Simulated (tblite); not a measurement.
# C4H11F3OSi2: the cost of one run

Computed with tblite 0.8.0 and PySCF 2.14.0, with density-fitted response routines of our own, on a single molecule in the gas phase. Atoms are numbered from 0 throughout.

## (1) The starting structure

21 atoms, charge 0, multiplicity 1; geometry from: force field or distance geometry start.

Bonds of the start (Å): O0–C1 1.39, C1–C2 1.47, C2–C3 1.50, C3–Si4 1.85, C3–Si5 1.87, Si5–C6 1.85, C6–F7 1.37, C6–F8 1.38, C6–F9 1.36, O0–H10 1.00, C1–H11 1.10, C1–H12 1.13, C2–H13 1.12, C2–H14 1.12, C3–H15 1.11, Si4–H16 1.47, Si4–H17 1.49, Si4–H18 1.47, Si5–H19 1.48, Si5–H20 1.49.

## (2) Optimising the geometry with GFN2-xTB

What the job is given:

```
{"job": {"kind": "relax", "xc": "GFN2-xTB", "basis": "xTB"}, "charge": 0, "multiplicity": 1}
O      1.321000    -0.865400     1.335200
C      1.936400    -0.532600     0.133800
C      0.935700    -0.511700    -0.941300
C     -0.192300     0.464300    -0.805700
Si     0.315100     2.239400    -0.679400
Si    -1.329700     0.124300     0.639700
C     -2.138200    -1.533400     0.557800
F     -3.081700    -1.517200    -0.435100
F     -2.770000    -1.745600     1.767900
F     -1.302200    -2.582300     0.339900
H      2.012600    -0.876800     2.058200
H      2.590100     0.350500     0.202600
H      2.609900    -1.412100    -0.071900
H      1.452500    -0.263100    -1.907400
H      0.461900    -1.525000    -0.983800
H     -0.849400     0.374300    -1.697300
H      1.352000     2.622700    -1.649100
H     -0.894100     3.021700    -1.065300
H      0.616300     2.666800     0.697800
H     -0.635400     0.376600     1.926100
H     -2.419500     1.141600     0.576900
```

Launch:

```
$ OMP_NUM_THREADS=1 python probes_run.py task.json out
```

One launch serves the whole session: the jobs run in the order shown.

**Question.** How long does this first job take on 1 thread of Intel Xeon at 2.50GHz, shared host, and how much memory does it need?

About 6.7 s, with a peak of 0.18 GiB.
